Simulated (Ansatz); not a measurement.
# Zr3TiCu2: the cost of one run

Computed with Ansatz 0.2.0 (DFT PBEsol, scalar-relativistic, plane waves, PAW, unless a step's input says otherwise).

**1. The structure to begin with**

Symmetry: P4mm, No. 99, tetragonal system. Conventional cell: a = 3.154 Å, b = 3.154 Å, c = 11.011 Å, α = 90.00°, β = 90.00°, γ = 90.00°. Around Zr (site symmetry 4mm) lie 4 Cu at 2.84 Å and 8 Zr at 3.14 to 3.15 Å. Zr (site symmetry 4mm) is surrounded by 4 Cu at 2.86 Å and 4 Ti at 2.97 Å and 4 Zr at 3.15 Å. Around Zr (site symmetry 4mm) lie 4 Cu at 2.93 Å and 8 Zr at 3.14 to 3.15 Å and 1 Ti at 3.30 Å. Ti (site symmetry 4mm) is surrounded by 4 Cu at 2.64 Å and 4 Zr at 2.97 Å. Around Cu (site symmetry 4mm) lie 4 Ti at 2.64 Å and 4 Zr at 2.93 Å. Cu (site symmetry 4mm) has 8 Zr at 2.84 to 2.86 Å and 4 Cu at 3.15 Å as nearest neighbours.

Coordinates:

```
CELL_PARAMETERS angstrom
3.15432 0.00000 0.00000
0.00000 3.15432 0.00000
0.00000 0.00000 11.01133
ATOMIC_POSITIONS crystal
Zr 0.00000 0.00000 0.65145
Zr 0.00000 0.00000 0.32937
Zr 0.50000 0.50000 0.85221
Ti 0.50000 0.50000 0.15158
Cu 0.00000 0.00000 0.02411
Cu 0.50000 0.50000 0.49128
```

The structure comes from the Materials Project (structure only).

**2. A distortion that keeps the symmetry**

What differs from the listed cell: strain xx, yy, zz, yz, xz, xy = -4.0, -4.0, -1.0, +0.0, +0.0, +0.0 %; atoms moved by 0.15 Å root mean square, at most 0.27 Å.

File input.yaml:

```yaml
crystal:
  lattice:
    - [3.0278981469, 0.0, 0.0]
    - [0.0, 3.0278981469, 0.0]
    - [0.0, 0.0, 10.9003324675]
  atoms:
    - { symbol: Zr, position: [0.0, 0.0, 0.6578209276] }
    - { symbol: Zr, position: [0.0, 0.0, 0.311827825] }
    - { symbol: Zr, position: [0.5, 0.5, 0.8465919255] }
    - { symbol: Ti, position: [0.5, 0.5, 0.1761645404] }
    - { symbol: Cu, position: [0.0, 0.0, 0.0272502063] }
    - { symbol: Cu, position: [0.5, 0.5, 0.4803435752] }
basis:
  ecutwfc: 420
kpoints:
  mp_grid: { grid: [12, 12, 4] }
hamiltonian:
  xc: pbesol
scf:
  occupations: { method: gaussian, width: 0.1 }
output:
  forces: true
  stress: true
  eigenvalues: true
```

What time and memory should one allow on 1 thread of an Arm CPU, shared host?

About 75 s, with a peak of 0.57 GiB.
